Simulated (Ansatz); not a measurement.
# Hf: the cost of one run

All numbers are computed with the Python package of Ansatz 0.2.0. Level of theory: DFT PBEsol, plane waves, PAW.

This is Hf in the simple cubic structure; at room conditions it is hcp.

## (1) The structure

Hf Pm-3m: It takes space group Pm-3m (No. 221, cubic). Conventional cell: a = 2.910 Å, b = 2.910 Å, c = 2.910 Å, α = 90.00°, β = 90.00°, γ = 90.00°. Around Hf (site symmetry m-3m) lie 6 Hf at 2.91 Å.

Hf Fd-3m: It takes space group Fd-3m (No. 227, cubic). Conventional cell: a = 6.150 Å, b = 6.150 Å, c = 6.150 Å, α = 90.00°, β = 90.00°, γ = 90.00°. Hf (site symmetry -43m) has 4 Hf at 2.66 Å as nearest neighbours.

The script holds or builds the structure itself.

## (2) The code

Input file hf.py:

```python
"""Pressure at which two phases of Hf cross."""

import logging
import sys

import ansatz as az
import numpy as np

logging.basicConfig(stream=sys.stdout, format="%(levelname)s %(message)s")
log = logging.getLogger("hf")
log.setLevel(logging.INFO)

SETTINGS = {
    "functional": "pbesol",
    "cutoff": 520,
    "k_spacing": 0.14,
    "occupations": "gaussian",
    "sigma": 0.05,
}


def sc(a_site, a):
    return (
        az.Lattice.cubic(a)
        .space_group(221)
        .atom(a_site, (0, 0, 0))
    )


def diamond(first, a):
    return (
        az.Lattice.fcc(a)
        .space_group(227, origin_choice=1)
        .atom(first, (0, 0, 0))
        .primitive()
    )


def run_phase(name, crystal, pressure=0.0):
    calc = (
        crystal.calculation()
        .functional(SETTINGS["functional"])
        .basis(SETTINGS["cutoff"])
        .kpoints(spacing=SETTINGS["k_spacing"])
        .occupations(SETTINGS["occupations"], width=SETTINGS["sigma"])
    )
    calc = calc.relax(force_tolerance=0.01, max_steps=40, cell=True, pressure=pressure)
    return calc.run(threads=1)


def volume_per_atom(outcome):
    return abs(np.linalg.det(outcome.lattice.cell_ang)) / len(outcome.lattice.sites)

phases = {}
phases["sc"] = sc("Hf", 2.91)
phases["diamond"] = diamond("Hf", 6.15)

# H = E + PV, with 1 eV per cubic angstrom equal to 160.2 GPa
pressures = [0, 15, 30, 45]
enthalpy, volume = {name: [] for name in phases}, {name: [] for name in phases}
for p in pressures:
    for name, crystal in phases.items():
        o = run_phase(name, crystal, pressure=p)
        volume[name].append(volume_per_atom(o))
        enthalpy[name].append(o.report["energy_sigma0_ev"] / len(o.lattice.sites) + p * volume[name][-1] / 160.21766)
gap = np.array(enthalpy["diamond"]) - np.array(enthalpy["sc"])
rows = [(p, va, vb, 1000 * d) for p, va, vb, d in zip(pressures, volume["sc"], volume["diamond"], gap)]
log.info("   P (GPa)  V sc (A^3/atom)  V diamond (A^3/atom)  H(diamond) - H(sc) (meV/atom)")
for row in rows:
    log.info(f"{row[0]:10d}  {row[1]:15.3f}  {row[2]:20.3f}  {row[3]:+29.1f}")
crossings = [p0 - g0 * (p1 - p0) / (g1 - g0) for p0, p1, g0, g1 in zip(pressures, pressures[1:], gap, gap[1:]) if g0 * g1 < 0]
print("crossing near", [round(float(p), 1) for p in crossings], "GPa") if crossings else print("no crossing in this range")
```

## (3) The input behind the calls

The engine receives this input (first run):

```yaml
crystal:
  lattice:
    bravais: cubic
    a: 2.91
  space_group: 221
  atoms:
    - { symbol: Hf, position: [0.0, 0.0, 0.0] }
basis:
  ecutwfc: 520.0
kpoints:
  mp_grid:
    kspacing: 0.14
hamiltonian:
  xc: pbesol
scf:
  occupations:
    method: gaussian
    width: 0.05
relax:
  f_tol: 0.01
  max_steps: 40
  cell:
    p_target: 0.0
```

## (4) Running it

Run with:

```
$ python hf.py
```

What time and memory should one allow on 1 thread of Arm Neoverse V2, shared host?

About 5.8 min, with a peak of 0.6 GiB.
